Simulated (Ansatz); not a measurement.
The system is ZnRe.

```
Re Zn
1.0
     2.74822    0.00000    0.00000
    -1.37411    2.38003    0.00000
     0.00000    0.00000    4.49407
Re Zn
1 1
Direct
  0.33333 0.66667 0.50000
  0.00000 0.00000 0.00000
```

The cell comes from a database or a generator and needn't be the stable form of this composition.

- Program: Ansatz 0.2.0
- Task: single point
- Functional: PBE
- Potentials or basis: Ansatz PAW
- Cutoff: 420 eV (not typed: the program's choice for these potentials)
- k mesh: 11 × 11 × 6
- Occupations: fermi-dirac, width 0.05 eV
- Spin: no spin polarisation

On this cell: pressure -1.5 GPa; largest force under 0.003 eV/Å; band gap on the k mesh none (metal or under the smearing width).

The same run follows on a disturbed copy (atoms moved at random, drawn with an rms of 0.05 Å):

```
Re Zn
1.0
     2.74822    0.00000    0.00000
    -1.37411    2.38003    0.00000
     0.00000    0.00000    4.49407
Re Zn
1 1
Direct
  0.32271 0.65968 0.51231
  0.01659 0.00189 0.99084
```

Q: What does the disturbed cell give?

A: The energy (extrapolated to zero smearing) moves by +24.1 meV/atom; pressure -0.5 GPa; largest force 0.935 eV/Å; band gap on the k mesh none (metal or under the smearing width).

Forces on the atoms (eV/Å):
```
Re   0.114  0.034 -0.927
Zn  -0.114 -0.034  0.927
```

Stress tensor (GPa, compression positive):
```
-0.98 -0.55 -0.36
-0.55 -0.58 -0.10
-0.36 -0.10  0.15
```
